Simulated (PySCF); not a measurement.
# BeSb (quartet): basis, grid and Hamiltonian

Which parts of the numerical set-up matter for BeSb (quartet)? Each run edits the base script.

Program: PySCF 2.14.0. Level of theory: each script names its method and basis. These are calculated values, not measurements.

5 further runs of the same task are left out: 5 that didn't finish.

### Step 1. The starting structure

BeSb (quartet): 2 atoms, charge 0, spin multiplicity 4.

Bond lengths: Be1–Sb2 2.325 Å.

### Step 2. The run that the others are compared with

File input.py:

```python
from pyscf import gto, dft

mol = gto.M(
    atom='Be 0 0 0; Sb 0 0 2.325',
    basis='sbkjc',
    ecp={'Be': 'sbkjc', 'Sb': 'sbkjc'},
    charge=0,
    spin=3,
    symmetry=True,
    verbose=4,
)
mf = dft.UKS(mol, xc='camb3lyp')
mf.kernel()
mf.dip_moment()
print('orbital energies (hartree):', [e[max(0, n-3):n+3].round(4) for e, n in zip(mf.mo_energy, mol.nelec)])
```

The run is started by

```
python input.py
```

Its log is not repeated here.

Base result: E(SCF) = -6.413462 Eh, 9 cycles, ⟨S²⟩ = 3.755, μ = 0.13 D.

The bond length is a typed value, not an optimised one. The quartet is typed in the script; nothing here shows that it is the ground state.

### Step 3. Integration grid (50, 194)

Run 1 changes integration grid: default → (50, 194).

File input.py:

```python
from pyscf import gto, dft

mol = gto.M(
    atom='Be 0 0 0; Sb 0 0 2.325',
    basis='sbkjc',
    ecp={'Be': 'sbkjc', 'Sb': 'sbkjc'},
    charge=0,
    spin=3,
    symmetry=True,
    verbose=4,
)
mf = dft.UKS(mol, xc='camb3lyp')
mf.grids.atom_grid = (50, 194)
mf.kernel()
mf.dip_moment()
print('orbital energies (hartree):', [e[max(0, n-3):n+3].round(4) for e, n in zip(mf.mo_energy, mol.nelec)])
```

The run is started by

```
python input.py
```

### Step 4. Cartesian functions on

Run 2 changes Cartesian functions: off → on.

input.py: that of step 2 with these lines changed.

```diff
@@ -9,2 +9,3 @@
     symmetry=True,
+    cart=True,
     verbose=4,
```

### Step 5. Integration grid (99, 590)

Run 3 changes integration grid: default → (99, 590).

input.py: that of step 2 with these lines changed.

```diff
@@ -12,2 +12,3 @@
 mf = dft.UKS(mol, xc='camb3lyp')
+mf.grids.atom_grid = (99, 590)
 mf.kernel()
```

Before running it: what results should come out? Wanted: for each run, E(SCF); from base; gap, α spin; SCF dipole.

The runs gave:

| run | E(SCF) (hartree) | from base (eV) | cycles | gap, α spin (eV) | SCF dipole (D) | functions |
| --- | --- | --- | --- | --- | --- | --- |
| base | -6.413462 | 0 | 9 | 6.37 | 0.13 | 16 |
| integration grid (50, 194) | -6.413461 | 0.0000 | 9 | 6.37 | 0.13 | 16 |
| Cartesian functions on | -6.413462 | 0.0000 | 9 | 6.37 | 0.13 | 16 |
| integration grid (99, 590) | -6.413462 | 0.0000 | 9 | 6.37 | 0.13 | 16 |

**Reading.** No change of the SCF energy comes from integration grid (50, 194) or Cartesian functions on or integration grid (99, 590). The basis has no d shells, so the Cartesian switch can't act. With integration grid (50, 194), Cartesian functions on, integration grid (99, 590) the path hardly changes: 9 cycles against 9.
